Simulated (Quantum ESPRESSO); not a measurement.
# Sn3Se (Fm-3m) in Quantum ESPRESSO: a series of runs

One crystal, Sn3Se, is run at these levels: PBEsol, LDA; tasks: band structure, single point, equation of state.

Everything below comes from runs of Quantum ESPRESSO 7.5. Logs are shortened: lines on timing, memory, paths and dates and some standing lists are left out, and cuts for length are marked.

**1. The structure**

The structure is cubic, space group Fm-3m (No. 225). Conventional cell: a = 7.466 Å, b = 7.466 Å, c = 7.466 Å, α = 90.00°, β = 90.00°, γ = 90.00°. Sn (site symmetry m-3m) has 8 Sn at 3.23 Å as nearest neighbours. Around Sn (site symmetry -43m) lie 4 Sn at 3.23 Å and 4 Se at 3.23 Å. Se (site symmetry m-3m) has 8 Sn at 3.23 Å as nearest neighbours.

The cell comes from a database or a generator and needn't be the stable form of this composition.

**2. Band structure, PBEsol**

Contents of pw.in:

```
&CONTROL
  calculation = 'scf'
  prefix = 'pwscf'
  outdir = './tmp'
  pseudo_dir = './pseudo'
  tprnfor = .true.
  tstress = .true.
  disk_io = 'low'
/
&SYSTEM
  ibrav = 0
  nat = 4
  ntyp = 2
  ecutwfc = 68
  ecutrho = 544
  nbnd = 33
  occupations = 'smearing'
  smearing = 'fd'
  degauss = 0.00367493
/
&ELECTRONS
  conv_thr = 8d-10
  electron_maxstep = 120
  mixing_beta = 0.5
/
ATOMIC_SPECIES
Sn   118.7100 sn_pbesol_v1.4.uspp.F.UPF
Se    78.9710 se_pbesol_v1.uspp.F.UPF
CELL_PARAMETERS angstrom
   0.0000000000    3.7331380000    3.7331380000
   3.7331380000    0.0000000000    3.7331380000
   3.7331380000    3.7331380000    0.0000000000
ATOMIC_POSITIONS crystal
Sn     0.5000000000    0.5000000000    0.5000000000
Sn     0.7500000000    0.7500000000    0.7500000000
Sn     0.2500000000    0.2500000000    0.2500000000
Se     0.0000000000    0.0000000000    0.0000000000
K_POINTS automatic
6 6 6 0 0 0
```

Contents of bands.in:

```
&CONTROL
  calculation = 'bands'
  prefix = 'pwscf'
  outdir = './tmp'
  pseudo_dir = './pseudo'
  disk_io = 'low'
  verbosity = 'high'
/
&SYSTEM
  ibrav = 0
  nat = 4
  ntyp = 2
  ecutwfc = 68
  ecutrho = 544
  nbnd = 33
  occupations = 'smearing'
  smearing = 'fd'
  degauss = 0.00367493
/
&ELECTRONS
  conv_thr = 1d-08
  electron_maxstep = 120
  mixing_beta = 0.5
  diago_full_acc = .true.
  startingwfc = 'random'
/
ATOMIC_SPECIES
Sn   118.7100 sn_pbesol_v1.4.uspp.F.UPF
Se    78.9710 se_pbesol_v1.uspp.F.UPF
CELL_PARAMETERS angstrom
   0.0000000000    3.7331380000    3.7331380000
   3.7331380000    0.0000000000    3.7331380000
   3.7331380000    3.7331380000    0.0000000000
ATOMIC_POSITIONS crystal
Sn     0.5000000000    0.5000000000    0.5000000000
Sn     0.7500000000    0.7500000000    0.7500000000
Sn     0.2500000000    0.2500000000    0.2500000000
Se     0.0000000000    0.0000000000    0.0000000000
K_POINTS crystal
60
 0.0000000000  0.0000000000  0.0000000000 1
 0.0625000000  0.0000000000  0.0625000000 1
 0.1250000000  0.0000000000  0.1250000000 1
 0.1875000000  0.0000000000  0.1875000000 1
 0.2500000000  0.0000000000  0.2500000000 1
 0.3125000000  0.0000000000  0.3125000000 1
 0.3750000000  0.0000000000  0.3750000000 1
 0.4375000000  0.0000000000  0.4375000000 1
 0.5000000000  0.0000000000  0.5000000000 1
 0.5000000000  0.0625000000  0.5625000000 1
 0.5000000000  0.1250000000  0.6250000000 1
 0.5000000000  0.1875000000  0.6875000000 1
 0.5000000000  0.2500000000  0.7500000000 1
 0.4375000000  0.3125000000  0.7500000000 1
 0.3750000000  0.3750000000  0.7500000000 1
 0.3375000000  0.3375000000  0.6750000000 1
 0.3000000000  0.3000000000  0.6000000000 1
 0.2625000000  0.2625000000  0.5250000000 1
 0.2250000000  0.2250000000  0.4500000000 1
 0.1875000000  0.1875000000  0.3750000000 1
 0.1500000000  0.1500000000  0.3000000000 1
 0.1125000000  0.1125000000  0.2250000000 1
 0.0750000000  0.0750000000  0.1500000000 1
 0.0375000000  0.0375000000  0.0750000000 1
 0.0000000000  0.0000000000  0.0000000000 1
 0.0625000000  0.0625000000  0.0625000000 1
 0.1250000000  0.1250000000  0.1250000000 1
 0.1875000000  0.1875000000  0.1875000000 1
 0.2500000000  0.2500000000  0.2500000000 1
 0.3125000000  0.3125000000  0.3125000000 1
 0.3750000000  0.3750000000  0.3750000000 1
 0.4375000000  0.4375000000  0.4375000000 1
 0.5000000000  0.5000000000  0.5000000000 1
 0.5250000000  0.4500000000  0.5250000000 1
 0.5500000000  0.4000000000  0.5500000000 1
 0.5750000000  0.3500000000  0.5750000000 1
 0.6000000000  0.3000000000  0.6000000000 1
 0.6250000000  0.2500000000  0.6250000000 1
 0.5833333333  0.2500000000  0.6666666667 1
 0.5416666667  0.2500000000  0.7083333333 1
 0.5000000000  0.2500000000  0.7500000000 1
 0.5000000000  0.2857142857  0.7142857143 1
 0.5000000000  0.3214285714  0.6785714286 1
 0.5000000000  0.3571428571  0.6428571429 1
 0.5000000000  0.3928571429  0.6071428571 1
 0.5000000000  0.4285714286  0.5714285714 1
 0.5000000000  0.4642857143  0.5357142857 1
 0.5000000000  0.5000000000  0.5000000000 1
 0.4821428571  0.4821428571  0.5357142857 1
 0.4642857143  0.4642857143  0.5714285714 1
 0.4464285714  0.4464285714  0.6071428571 1
 0.4285714286  0.4285714286  0.6428571429 1
 0.4107142857  0.4107142857  0.6785714286 1
 0.3928571429  0.3928571429  0.7142857143 1
 0.3750000000  0.3750000000  0.7500000000 1
 0.6250000000  0.2500000000  0.6250000000 1
 0.5937500000  0.1875000000  0.5937500000 1
 0.5625000000  0.1250000000  0.5625000000 1
 0.5312500000  0.0625000000  0.5312500000 1
 0.5000000000  0.0000000000  0.5000000000 1
```

Potentials or basis: GBRV 1.5 PBEsol.

On the command line:

```sh
> OMP_NUM_THREADS=1 mpirun -n 2 pw.x -nk 2 -in pw.in > pw.out
> OMP_NUM_THREADS=1 mpirun -n 2 pw.x -nk 2 -in bands.in > bands.out
```

pw.out:

```text
This program is part of the open-source Quantum ESPRESSO suite
     for quantum simulation of materials; please cite
         "P. Giannozzi et al., J. Phys.:Condens. Matter 21 395502 (2009);
         "P. Giannozzi et al., J. Phys.:Condens. Matter 29 465901 (2017);
         "P. Giannozzi et al., J. Chem. Phys. 152 154105 (2020);
     in publications or presentations arising from this work. More details at

     Message from routine setup:
     using ibrav=0 with symmetry is DISCOURAGED, use correct ibrav instead

     K-points division:     npool     =       2
     Subspace diagonalization in iterative solution of the eigenvalue problem:
     a serial algorithm will be used

     G-vector sticks info
     --------------------
     sticks:   dense  smooth     PW     G-vecs:    dense   smooth      PW
     Sum        3721    1879    517               150157    53377    7991

     Using Slab Decomposition

     bravais-lattice index     =            0
     lattice parameter (alat)  =       9.9767  a.u.
     unit-cell volume          =     702.1804 (a.u.)^3
     number of atoms/cell      =            4
     number of atomic types    =            2
     number of electrons       =        48.00
     number of Kohn-Sham states=           33
     kinetic-energy cutoff     =      68.0000  Ry
     charge density cutoff     =     544.0000  Ry
     scf convergence threshold =      8.0E-10
     mixing beta               =       0.5000
     number of iterations used =            8  plain     mixing
     Exchange-correlation= SLA  PW   PSX  PSC
                           (   1   4  10   8   0   0   0)

     celldm(1)=   9.976723  celldm(2)=   0.000000  celldm(3)=   0.000000
     celldm(4)=   0.000000  celldm(5)=   0.000000  celldm(6)=   0.000000

     crystal axes: (cart. coord. in units of alat)
               a(1) = (   0.000000   0.707107   0.707107 )
               a(2) = (   0.707107   0.000000   0.707107 )
               a(3) = (   0.707107   0.707107   0.000000 )

     reciprocal axes: (cart. coord. in units 2 pi/alat)
               b(1) = ( -0.707107  0.707107  0.707107 )
               b(2) = (  0.707107 -0.707107  0.707107 )
               b(3) = (  0.707107  0.707107 -0.707107 )

     PseudoPot. # 1 for Sn read from file:
     sn_pbesol_v1.4.uspp.F.UPF
     Pseudo is Ultrasoft + core correction, Zval = 14.0
     Generated by new atomic code, or converted to UPF format
     Using radial grid of  891 points,  6 beta functions with:
                l(1) =   0
                l(2) =   0
                l(3) =   1
                l(4) =   1
                l(5) =   2
                l(6) =   2
     Q(r) pseudized with  8 coefficients,  rinner =    1.350   1.350   1.350
                                                       1.350   1.350

     PseudoPot. # 2 for Se read from file:
     se_pbesol_v1.uspp.F.UPF
     Pseudo is Ultrasoft + core correction, Zval =  6.0
     Generated by new atomic code, or converted to UPF format
     Using radial grid of  877 points,  6 beta functions with:
                l(1) =   0
                l(2) =   0
                l(3) =   1
                l(4) =   1
                l(5) =   2
                l(6) =   2
     Q(r) pseudized with  8 coefficients,  rinner =    1.300   1.300   1.300
                                                       1.300   1.300

     atomic species   valence    mass     pseudopotential
     Sn               14.00   118.71000     Sn( 1.00)
     Se                6.00    78.97100     Se( 1.00)

     48 Sym. Ops., with inversion, found

   Cartesian axes

     site n.     atom                  positions (alat units)
         1        Sn     tau(   1) = (   0.7071068   0.7071068   0.7071068  )
         2        Sn     tau(   2) = (   1.0606602   1.0606602   1.0606602  )
         3        Sn     tau(   3) = (   0.3535534   0.3535534   0.3535534  )
         4        Se     tau(   4) = (   0.0000000   0.0000000   0.0000000  )

     number of k points=    16  Fermi-Dirac smearing, width (Ry)=  0.0037
                       cart. coord. in units 2pi/alat
        k(    1) = (   0.0000000   0.0000000   0.0000000), wk =   0.0092593
        k(    2) = (   0.1178511   0.1178511  -0.1178511), wk =   0.0740741
        k(    3) = (   0.2357023   0.2357023  -0.2357023), wk =   0.0740741
        k(    4) = (  -0.3535534  -0.3535534   0.3535534), wk =   0.0370370
        k(    5) = (   0.2357023   0.0000000  -0.0000000), wk =   0.0555556
        k(    6) = (   0.3535534   0.1178511  -0.1178511), wk =   0.2222222
[... 8 lines left out ...]
        k(   15) = (  -0.1178511  -0.3535534   0.5892557), wk =   0.2222222
        k(   16) = (  -0.7071068   0.2357023   0.0000000), wk =   0.1111111

     Dense  grid:   150157 G-vectors     FFT dimensions: (  75,  75,  75)

     Smooth grid:    53377 G-vectors     FFT dimensions: (  54,  54,  54)

     Initial potential from superposition of free atoms

     starting charge      44.9998, renormalised to      48.0000
     Starting wfcs are   31 randomized atomic wfcs +    2 random wfcs

     Self-consistent Calculation

     iteration #  1     ecut=    68.00 Ry     beta= 0.50
     Davidson diagonalization with overlap
     ethr =  1.00E-02,  avg # of iterations =  7.8

     total energy              =    -519.43501382 Ry
     estimated scf accuracy    <       2.71866442 Ry
[... 71 lines left out ...]
     iteration # 12     ecut=    68.00 Ry     beta= 0.50
     Davidson diagonalization with overlap
     ethr =  1.36E-11,  avg # of iterations =  3.6

     End of self-consistent calculation

          k = 0.0000 0.0000 0.0000 (  6615 PWs)   bands (ev):

   -11.7342 -11.7342 -11.7025 -11.7025 -11.7025 -11.6889 -11.6889 -11.6889
   -11.6378 -11.6378 -11.3837 -11.3837 -11.3837 -11.3773 -11.3773  -3.4767
     0.9769   4.8940   6.8960   6.9363   6.9363   6.9363   8.4846   8.4846
     8.4846   9.2500   9.2500   9.2500  13.8674  13.8674  16.3399  16.3399
    16.3399

          k = 0.1179 0.1179-0.1179 (  6645 PWs)   bands (ev):

   -11.7269 -11.7269 -11.7116 -11.7058 -11.7058 -11.6871 -11.6871 -11.6775
   -11.6438 -11.6438 -11.3868 -11.3820 -11.3820 -11.3780 -11.3780  -3.3709
     0.9216   4.3323   6.0616   6.7218   6.7218   6.7823   8.4371   8.4371
     9.5198   9.5198   9.5969  11.0771  14.6041  14.6041  14.8890  16.0243
    16.0243

          k = 0.2357 0.2357-0.2357 (  6634 PWs)   bands (ev):

   -11.7115 -11.7115 -11.7108 -11.7076 -11.7076 -11.6845 -11.6845 -11.6755
   -11.6600 -11.6600 -11.3914 -11.3847 -11.3847 -11.3738 -11.3738  -3.1304
     0.8054   3.2319   5.2004   6.4910   6.4910   7.7139   7.9072   7.9072
    10.7362  10.7362  11.1746  12.8692  14.1086  14.5243  14.5243  16.7100
    16.7100

          k =-0.3536-0.3536 0.3536 (  6658 PWs)   bands (ev):

   -11.7141 -11.7141 -11.7005 -11.6856 -11.6856 -11.6853 -11.6836 -11.6836
   -11.6801 -11.6801 -11.3927 -11.3868 -11.3868 -11.3712 -11.3712  -2.9907
     0.7377   2.7513   4.9098   6.4319   6.4319   7.6387   7.6387   8.9331
    10.1362  11.8920  11.8920  13.2997  13.2997  13.8614  15.5870  18.9337
    18.9342

          k = 0.2357 0.0000-0.0000 (  6639 PWs)   bands (ev):

   -11.7308 -11.7194 -11.7119 -11.7119 -11.7048 -11.6842 -11.6811 -11.6811
   -11.6525 -11.6380 -11.3880 -11.3802 -11.3802 -11.3802 -11.3787  -3.3368
     0.9247   4.3884   5.6053   6.1473   6.1473   7.4101   8.8089   8.8089
     9.6119   9.7926  10.5235  10.5235  14.1255  14.7583  15.5419  15.5419
    15.9116

          k = 0.3536 0.1179-0.1179 (  6640 PWs)   bands (ev):

   -11.7217 -11.7168 -11.7152 -11.7047 -11.6975 -11.6914 -11.6802 -11.6742
   -11.6676 -11.6443 -11.3915 -11.3844 -11.3819 -11.3761 -11.3745  -3.1424
     0.9005   3.4856   4.6062   5.7927   6.5865   7.3062   8.8180   9.1119
     9.9909  11.1028  11.5915  12.4892  13.4271  14.3292  15.2785  15.3294
    17.7313
[... 11 lines left out ...]
   -11.7184 -11.7088 -11.7075 -11.7026 -11.6924 -11.6864 -11.6841 -11.6790
   -11.6761 -11.6577 -11.3891 -11.3869 -11.3845 -11.3751 -11.3726  -3.0069
     0.9151   2.7138   4.3228   6.2056   6.5845   7.8679   8.3696   9.2900
    10.1661  10.3824  12.3389  12.9304  14.0999  14.8770  14.9439  17.3591
    18.6505

          k = 0.0000-0.2357 0.2357 (  6643 PWs)   bands (ev):

   -11.7224 -11.7187 -11.7103 -11.7077 -11.6984 -11.6971 -11.6823 -11.6725
   -11.6592 -11.6458 -11.3885 -11.3847 -11.3805 -11.3777 -11.3766  -3.2196
     0.8861   3.6314   5.1061   6.5420   6.7381   6.7798   8.5171   9.1079
     9.3585   9.9947  11.8355  11.9625  13.2984  15.1824  15.4135  15.5124
    16.7418

          k = 0.4714 0.0000-0.0000 (  6650 PWs)   bands (ev):

   -11.7238 -11.7175 -11.7175 -11.7128 -11.6872 -11.6856 -11.6800 -11.6800
   -11.6687 -11.6385 -11.3976 -11.3859 -11.3822 -11.3718 -11.3718  -3.0301
     1.0182   3.6096   3.7354   5.2913   5.2913   8.4983   9.5965   9.5965
    10.9452  12.0041  12.6558  12.6558  12.9828  14.1314  14.1314  14.9008
    18.1188
[... 11 lines left out ...]
   -11.7142 -11.7131 -11.7034 -11.7024 -11.6971 -11.6950 -11.6898 -11.6748
   -11.6615 -11.6612 -11.3911 -11.3866 -11.3823 -11.3782 -11.3696  -2.8873
     1.4197   1.9801   3.4534   5.5387   7.6829   8.1525   8.2117   9.3561
    10.8527  10.9153  12.5512  13.5062  14.1475  15.0274  15.6124  17.9641
    18.4491

          k =-0.7071 0.0000 0.0000 (  6710 PWs)   bands (ev):

   -11.7202 -11.7171 -11.7171 -11.7157 -11.7007 -11.6833 -11.6833 -11.6694
   -11.6643 -11.6388 -11.4029 -11.3889 -11.3846 -11.3669 -11.3669  -2.8622
     1.3850   2.4533   3.4910   4.9832   4.9832   9.4667  10.2617  10.2617
    10.7509  12.5314  12.5314  13.0427  13.8873  15.1178  15.1178  16.0012
    16.4716
[... 11 lines left out ...]
   -11.7137 -11.7130 -11.7050 -11.7017 -11.6960 -11.6950 -11.6905 -11.6750
   -11.6614 -11.6613 -11.3880 -11.3869 -11.3847 -11.3798 -11.3682  -2.8873
     1.3450   2.2166   3.1179   6.5464   6.5575   8.0372   8.2543   9.8007
    10.2923  11.8712  12.6438  13.1072  14.0966  14.8015  15.2327  18.0089
    18.2768

          k =-0.7071 0.2357 0.0000 (  6672 PWs)   bands (ev):

   -11.7170 -11.7121 -11.7079 -11.7063 -11.7046 -11.6913 -11.6889 -11.6700
   -11.6645 -11.6491 -11.3934 -11.3881 -11.3851 -11.3754 -11.3662  -2.8534
     1.6841   2.2102   2.5521   5.9728   6.4401   8.0815   8.5499  10.4311
    11.0658  12.4521  12.7812  13.4414  14.0368  14.0760  14.7074  17.0965
    18.3822

     the Fermi energy is     9.7953 ev

!    total energy              =    -520.06148800 Ry
     estimated scf accuracy    <          5.2E-10 Ry
     smearing contrib. (-TS)   =      -0.00235317 Ry
     internal energy E=F+TS    =    -520.05913483 Ry

     The total energy is F=E-TS. E is the sum of the following terms:
     one-electron contribution =    -172.94072239 Ry
     hartree contribution      =     119.50568505 Ry
     xc contribution           =    -156.94194469 Ry
     ewald contribution        =    -309.68215279 Ry

     convergence has been achieved in  12 iterations

     Forces acting on atoms (cartesian axes, Ry/au):

     atom    1 type  1   force =     0.00000000    0.00000000   -0.00000000
     atom    2 type  1   force =     0.00000000   -0.00000000    0.00000000
     atom    3 type  1   force =    -0.00000000    0.00000000   -0.00000000
     atom    4 type  2   force =    -0.00000000    0.00000000    0.00000000

     Total force =     0.000000     Total SCF correction =     0.000000

     Computing stress (Cartesian axis) and pressure

          total   stress  (Ry/bohr**3)                   (kbar)     P=      -34.12
  -0.00023194   0.00000000   0.00000000          -34.12        0.00        0.00
   0.00000000  -0.00023194   0.00000000            0.00      -34.12        0.00
   0.00000000   0.00000000  -0.00023194            0.00        0.00      -34.12

=------------------------------------------------------------------------------=
   JOB DONE.
=------------------------------------------------------------------------------=
```

It took 6.9 min on 2 MPI ranks of Arm Neoverse V2, shared host; peak memory 0.74 GiB.

What came out:

| Quantity | Value |
| --- | --- |
| Free energy | -7075.7970 eV |
| Pressure | -3.4 GPa |
| Band gap on the k mesh | none (metal or under the smearing width) |

Levels at the corners of the path, in eV from the Fermi level:
| point | band 21 | band 22 | band 23 | band 24 | band 25 | band 26 | band 27 | band 28 |
| --- | --- | --- | --- | --- | --- | --- | --- | --- |
| Γ | -2.86 | -2.86 | -1.31 | -1.31 | -1.31 | -0.55 | -0.55 | -0.55 |
| X | -4.81 | -0.33 | 0.47 | 0.47 | 0.96 | 2.74 | 2.74 | 3.25 |
| W | -2.81 | -2.27 | -2.27 | 0.87 | 0.87 | 3.16 | 3.21 | 3.36 |
| K | -2.77 | -1.44 | -1.13 | -0.11 | 1.53 | 1.60 | 2.84 | 3.71 |
| Γ | -2.86 | -2.86 | -1.31 | -1.31 | -1.31 | -0.55 | -0.55 | -0.55 |
| L | -3.36 | -2.16 | -2.16 | -0.86 | 0.34 | 2.10 | 2.10 | 3.50 |
| U | -2.77 | -1.44 | -1.13 | -0.11 | 1.53 | 1.60 | 2.84 | 3.71 |
| W | -2.81 | -2.27 | -2.27 | 0.87 | 0.87 | 3.16 | 3.21 | 3.36 |
| L | -3.36 | -2.16 | -2.16 | -0.86 | 0.34 | 2.10 | 2.10 | 3.50 |
| K | -2.77 | -1.44 | -1.13 | -0.11 | 1.53 | 1.60 | 2.84 | 3.71 |
| U | -2.77 | -1.44 | -1.13 | -0.11 | 1.53 | 1.60 | 2.84 | 3.71 |
| X | -4.81 | -0.33 | 0.47 | 0.47 | 0.96 | 2.74 | 2.74 | 3.25 |

Caveat: some levels on the path didn't converge; spin-orbit coupling is left out, which moves the levels of the heavy elements.

(Continued in part 2 of 2.)
